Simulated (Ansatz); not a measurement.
# Sn3Se (Pm-3m): equation of state with a fit, by script

Aim: an equation of state with a fit, for Sn3Se (Pm-3m), run from a script.

Program: the Python package of Ansatz 0.2.0. Level of theory: DFT PBE, plane waves, PAW. These are calculated values, not measurements.

## (1) Starting point

The structure is cubic, space group Pm-3m (No. 221). Conventional cell: a = 4.742 Å, b = 4.742 Å, c = 4.742 Å, α = 90.00°, β = 90.00°, γ = 90.00°. Sn (site symmetry 4/mmm) has 8 Sn at 3.35 Å and 4 Se at 3.35 Å as nearest neighbours. Se (site symmetry m-3m) is surrounded by 12 Sn at 3.35 Å.

The script holds or builds the structure itself.

## (2) Script

The input, eos_sn3se.py:

```python
# -*- coding: utf-8 -*-
"""Energy against volume for Sn3Se, with a fit."""

import ansatz as az
import numpy as np

VECTORS = np.array([
    [4.74188, 0.0, 0.0],
    [0.0, 4.74188, 0.0],
    [0.0, 0.0, 4.74188],
])
SITES = [
    ("Sn", [0.0, 0.5, 0.5]),
    ("Sn", [0.5, 0.0, 0.5]),
    ("Sn", [0.5, 0.5, 0.0]),
    ("Se", [0.0, 0.0, 0.0]),
]


def crystal_on(cell):
    crystal = az.Crystal(lattice=az.Lattice.of(cell))
    for symbol, position in SITES:
        crystal = crystal.atom(symbol, position)
    return crystal

# scale the volume, keep shape and fractions
volumes, energies = [], []
for scale in np.linspace(0.92, 1.08, 7):
    cell = VECTORS * scale ** (1 / 3)
    calc = (
        crystal_on(cell).calculation()
        .occupations("methfessel_paxton", width=0.1)
        .pseudopotentials("paw")
        .basis(500)
        .kpoints(5, 5, 5)
    )
    data = calc.run(threads=1).report
    volumes.append(abs(np.linalg.det(cell)) / len(SITES))
    energies.append(data["free_energy_ev"] / len(SITES))
    print(f"V = {volumes[-1]:8.4f} A^3/atom  F = {energies[-1]:.5f} eV/atom")

# third-order Birch-Murnaghan: a cubic in V^(-2/3)
x = np.array(volumes) ** (-2 / 3)
poly = np.polynomial.Polynomial.fit(x, energies, 3).convert()
roots = poly.deriv().roots()
x0 = min((r.real for r in roots if abs(r.imag) < 1e-9 and poly.deriv(2)(r.real) > 0), key=lambda r: abs(r - x.mean()))
v0 = x0 ** -1.5
b0 = 4 / 9 * poly.deriv(2)(x0) * v0 ** (-7 / 3) * 160.21766
b1 = 4 + 2 / 3 * x0 * poly.deriv(3)(x0) / poly.deriv(2)(x0)
print(f"V0 = {v0:.4f} A^3/atom, B0 = {b0:.1f} GPa, dB/dP = {b1:.2f}")
```

## (3) The calls as engine input

The package turns the script's settings into the engine's input (first run):

```yaml
crystal:
  lattice:
    - [4.611899503270669, 0.0, 0.0]
    - [0.0, 4.611899503270669, 0.0]
    - [0.0, 0.0, 4.611899503270669]
  atoms:
    - { symbol: Sn, position: [0.0, 0.5, 0.5] }
    - { symbol: Sn, position: [0.5, 0.0, 0.5] }
    - { symbol: Sn, position: [0.5, 0.5, 0.0] }
    - { symbol: Se, position: [0.0, 0.0, 0.0] }
basis:
  ecutwfc: 500.0
kpoints:
  mp_grid:
    grid: [5, 5, 5]
hamiltonian:
  pseudopotentials:
    kind: paw
scf:
  occupations:
    method: methfessel_paxton
    width: 0.1
```

## (4) The run

The run is started by

```
$ python eos_sn3se.py
```

**Question.** Estimate the equilibrium volume and the bulk modulus.

As calculated:

| quantity | value |
| --- | --- |
| runs compared | 7 |
| range of energy | 40.85 meV/atom |
| lowest point, volume (Å³/atom) | 27.367 |
| equilibrium volume (fit) | 27.06 Å³/atom |
| bulk modulus (fit) | 48 GPa |

A third-order Birch-Murnaghan fit through the 7 points has its minimum at 27.06 Å³ an atom, 1.5 % above the typed cell, with a bulk modulus of 48 GPa and dB/dP = 3.3. From that minimum the energy rises by 41.3 meV an atom on the compressed side and 15.2 meV on the expanded side. For a metal this k-point mesh is coarse: on a finer one energies can move by several to tens of meV an atom and pressures by half a GPa or more, differences at one mesh by less. No functional is typed, so the default, PBE, holds. The structure comes from a database of computed cells and needn't be a stable or known phase.
